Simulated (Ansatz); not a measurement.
The system is ZrOs3.

```xyz
4
Lattice="3.9966 0.0000 0.0000 0.0000 3.9966 0.0000 0.0000 0.0000 3.9966" Properties=species:S:1:pos:R:3 pbc="T T T"
Os    0.0000    1.9983    1.9983
Os    1.9983    0.0000    1.9983
Os    1.9983    1.9983    0.0000
Zr    0.0000    0.0000    0.0000
```

The cell comes from a database or a generator and needn't be the stable form of this composition.

* Program: Ansatz 0.2.0
* Task: single point
* Functional: PBE
* Potentials or basis: Ansatz PAW
* Cutoff: 420 eV (not typed: the program's choice for these potentials)
* k mesh: 7 × 7 × 7
* Occupations: fermi-dirac, width 0.05 eV
* Spin: no spin polarisation

On this cell: pressure -2.1 GPa; largest force zero by symmetry; band gap on the k mesh none (metal or under the smearing width).

The same run follows on a disturbed copy (atoms moved at random, drawn with an rms of 0.05 Å):

```
Os Zr
1.0
     3.99659    0.00000    0.00000
     0.00000    3.99659    0.00000
     0.00000    0.00000    3.99659
Os Zr
3 1
Cartesian
  -0.0377 2.0492 2.0064
  2.0021 0.0000 1.9639
  1.9370 1.9794 -0.0063
  0.0131 0.0265 -0.0510
```

Problem. What changes?

Solution. The energy (extrapolated to zero smearing) moves by +10.0 meV/atom; pressure -1.6 GPa; largest force 0.645 eV/Å; band gap on the k mesh none (metal or under the smearing width).

Forces on the atoms (eV/Å):
```
Os  -0.075 -0.246 -0.432
Os   0.003  0.007 -0.075
Os   0.546  0.330  0.079
Zr  -0.474 -0.092  0.428
```

Stress tensor (GPa, compression positive):
```
-1.70  0.26  0.21
 0.26 -1.50  0.20
 0.21  0.20 -1.68
```
